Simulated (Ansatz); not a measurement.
I need a frozen displacement of one atom of GdB₂, space group P6/mmm. Use the Python package of Ansatz (0.2.0). Use (first run): PBEsol, PAW, the default cutoff (420 eV here), 10×10×7 k-points, Fermi-Dirac smearing of 0.1 eV, collinear spin.

The script reads `gdb2.xyz`:
```text
3
Lattice="3.315 0.0 0.0 -1.6575 2.87087421 0.0 0.0 0.0 3.936" Properties=species:S:1:pos:R:3:initial_magmoms:R:1 pbc="T T T"
Gd    0.00000000    0.00000000    0.00000000  7.00
B    -0.00000000    1.91391614    1.96800000  0.00
B     1.65750000    0.95695807    1.96800000  0.00
```

The script, `gdb2_push.py`:
```python
# -*- coding: utf-8 -*-
"""Energy and force of GdB2 as one atom is pushed off its site."""

import ansatz as az
import numpy as np

cell = az.Crystal.from_extxyz("gdb2.xyz")

inverse = np.linalg.inv(np.array(cell.lattice.vectors))
home = np.array(cell.sites[0].position)
values = np.linspace(-0.1, 0.1, 5)
energies, pulls = [], []
for shift in values:
    moved = cell.move(0, to=home + shift * inverse[1])
    job = (
        moved.calculation()
        .functional(az.Functional.PBESOL)
        .pseudopotentials("paw")
        .kpoints(mesh=(10, 10, 7), center="gamma")
        .occupations(az.OccupationsMethod.FERMI_DIRAC, width=0.1)  # fractional filling near the Fermi level
        .spin("collinear")
        .forces()
    )
    r = job.run(threads=1, backend="cpu").report
    energies.append(r["free_energy_ev"])
    pulls.append(r["forces_ev_ang"][0][1])

# the force is minus the slope of the free energy
print("shift (A)   dE (eV)   force along y (eV/A)")
for shift, e, f in zip(values, energies, pulls):
    print(f"{shift:8.3f} {e - energies[2]:10.5f} {f:12.4f}")
print(f"stiffness from energies {2 * np.polyfit(values, energies, 2)[0]:.3f}, from forces {-np.polyfit(values, pulls, 1)[0]:.3f} eV/A^2")
```

```console
$ python gdb2_push.py
DeckWarning: basis.ecutwfc = 420 eV, auto-derived from the records' recommended cutoffs: set by Gd (normal level)
shift (A)   dE (eV)   force along y (eV/A)
  -0.100    0.03432       0.6831
  -0.050    0.00861       0.3440
   0.000    0.00000       0.0000
   0.050    0.00861      -0.3440
   0.100    0.03432      -0.6831
stiffness from energies 6.860, from forces 6.840 eV/A^2
```
(Warnings from the package without file and line.)

The curvature of the energy gives 6.860 eV/Å² and the slope of the force 6.840 eV/Å², a positive curvature.

What to keep in mind:
- Open f shells: without a Hubbard U, without spin-orbit coupling; the state reached hangs on the start and needn't be the lowest.
- For a metal this k-point mesh is coarse: on a finer one energies can move by several to tens of meV an atom and pressures by half a GPa or more, differences at one mesh by less.
- In a metal a curvature from energy changes of a few meV or less hangs on mesh and smearing, in size and even in sign.
- The starting cell is as deposited in a crystallographic database; the results hold for this polymorph, which needn't be the stable one.
- All periodic images of the atom move with it, so the curvature is one diagonal element of the zone-centre force constants and no normal mode; a positive value doesn't exclude soft modes in which several atoms move.
- Timing: 2.2 min on 1 thread of Arm Neoverse V1, on a shared host, peak memory 0.58 GiB.
